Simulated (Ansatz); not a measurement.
**C₂H₆O₃W: one species, many methods**

An exercise on one series of results from a longer session: the logs are not shown, and one member is left open.

Computed with Ansatz 0.2.0, Gaussian basis. Level: functionals in def2-TZVPP, the program's frozen cores in correlated methods.

The runs, in order: LDA (SPW92), PBE-D4, revPBE-D4, BLYP-D4, r2SCAN-D4, B97M-V, PBE0-D4, B3LYP-D4, r2SCANh-D4, r2SCAN0-D4, HSE06-D4, BHLYP-D4, CAM-B3LYP-D4, LC-ωPBE, ωB97X-V, ωB97M-V, B2PLYP, PBE-QIDH; CCSD(T)/def2-SVP; MP2/def2-TZVPP; MP2/def2-QZVPP; RPA on PBE.

## The relaxed structure

All runs share one geometry, relaxed beforehand with PBE0-D4 in a triple-zeta def2 set. W takes the def2 core potential; no spin-orbit term is included.

SMILES `C[O][W]([CH3])(=[O])=[O]`, 12 atoms, charge 0, spin multiplicity 1.

Atoms are counted from 1 here; the program's logs count them from 0.

Bond lengths: C1–O2 1.405 Å, C1–H7 1.093 Å, C1–H8 1.092 Å, C1–H9 1.092 Å, O2–W3 1.856 Å, W3–C4 2.113 Å, W3–O5 1.708 Å, W3–O6 1.706 Å, C4–H10 1.092 Å, C4–H11 1.094 Å, C4–H12 1.094 Å. Angles: O2–C1–H7 110.9°, O2–C1–H8 108.5°, O2–C1–H9 109.7°, H7–C1–H8 109.3°, H7–C1–H9 109.5°, H8–C1–H9 108.9°, C1–O2–W3 145.4°, O2–W3–C4 108.8°, O2–W3–O5 113.0°, O2–W3–O6 113.6°, C4–W3–O5 105.6°, C4–W3–O6 105.7°, O5–W3–O6 109.5°, W3–C4–H10 110.3°, W3–C4–H11 110.0°, W3–C4–H12 109.8°, H10–C4–H11 108.6°, H10–C4–H12 108.6° and more.

Set-up of the first run:

The input, in.yaml:

```yaml
crystal:
  periodic: [false, false, false]
  atoms:
    - {symbol: C, position_ang: [-0.648703, -0.711836, 2.181751]}
    - {symbol: O, position_ang: [0.073254, -0.307688, 1.046003]}
    - {symbol: W, position_ang: [0.155817, 0.898784, -0.361834]}
    - {symbol: C, position_ang: [0.648275, -0.148882, -2.129711]}
    - {symbol: O, position_ang: [1.382429, 2.070596, -0.166336]}
    - {symbol: O, position_ang: [-1.328521, 1.675721, -0.682335]}
    - {symbol: H, position_ang: [-1.709896, -0.473667, 2.074364]}
    - {symbol: H, position_ang: [-0.531785, -1.790875, 2.301294]}
    - {symbol: H, position_ang: [-0.250505, -0.211600, 3.067589]}
    - {symbol: H, position_ang: [0.713017, 0.540888, -2.974110]}
    - {symbol: H, position_ang: [-0.119076, -0.896989, -2.347496]}
    - {symbol: H, position_ang: [1.615695, -0.644444, -2.009179]}
basis:
  gaussian: {orbitals: def2-TZVPP}
hamiltonian: {xc: lda}
output: {orbitals: {seedname: orbitals}}
```

Run with:

```sh
$ ansatz run in.yaml --threads 4 --pin off --events-out ev --progress --plain --max-ram 11315MiB
```

Among the steps run: LDA; PBE-D4 (GGA); revPBE-D4 (GGA); BLYP-D4 (GGA); r2SCAN-D4 (meta-GGA); B97M-V (meta-GGA); B3LYP-D4 (hybrid); r2SCANh-D4 (hybrid); r2SCAN0-D4 (hybrid); HSE06-D4 (hybrid); BHLYP-D4 (hybrid); CAM-B3LYP-D4 (range-separated); LC-ωPBE (range-separated); ωB97X-V (range-separated); ωB97M-V (range-separated); B2PLYP (double hybrid); PBE-QIDH (double hybrid).

One table of the session follows, with a row left open; its other results are not shown here.

It belongs to the step «Orbital energies across the functionals». 

```
  functional  HOMO (eV)  LUMO (eV)  gap (eV)
 LDA (SPW92)      -7.25      -2.71      4.53
      PBE-D4      -7.03      -2.47      4.56
   revPBE-D4          ?          ?         ?
     BLYP-D4      -6.92      -2.38      4.54
   r2SCAN-D4      -7.37      -2.35      5.02
      B97M-V      -7.46      -2.32      5.14
     PBE0-D4      -8.62      -1.67      6.95
    B3LYP-D4      -8.36      -1.91      6.45
  r2SCANh-D4      -7.97      -2.05      5.92
  r2SCAN0-D4      -8.87      -1.60      7.28
    HSE06-D4      -8.21      -2.05      6.17
    BHLYP-D4     -10.15      -0.74      9.40
CAM-B3LYP-D4     -10.07      -0.60      9.48
     LC-ωPBE     -11.38       0.61     11.99
     ωB97X-V     -11.06       0.51     11.57
     ωB97M-V     -11.01       0.43     11.45
```

**Question.** Estimate the row for revPBE-D4.

As computed: HOMO (eV): -6.95; LUMO (eV): -2.37; gap (eV): 4.58. In the column «HOMO (eV)» it lies between PBE-D4 (-7.03) and BLYP-D4 (-6.92).
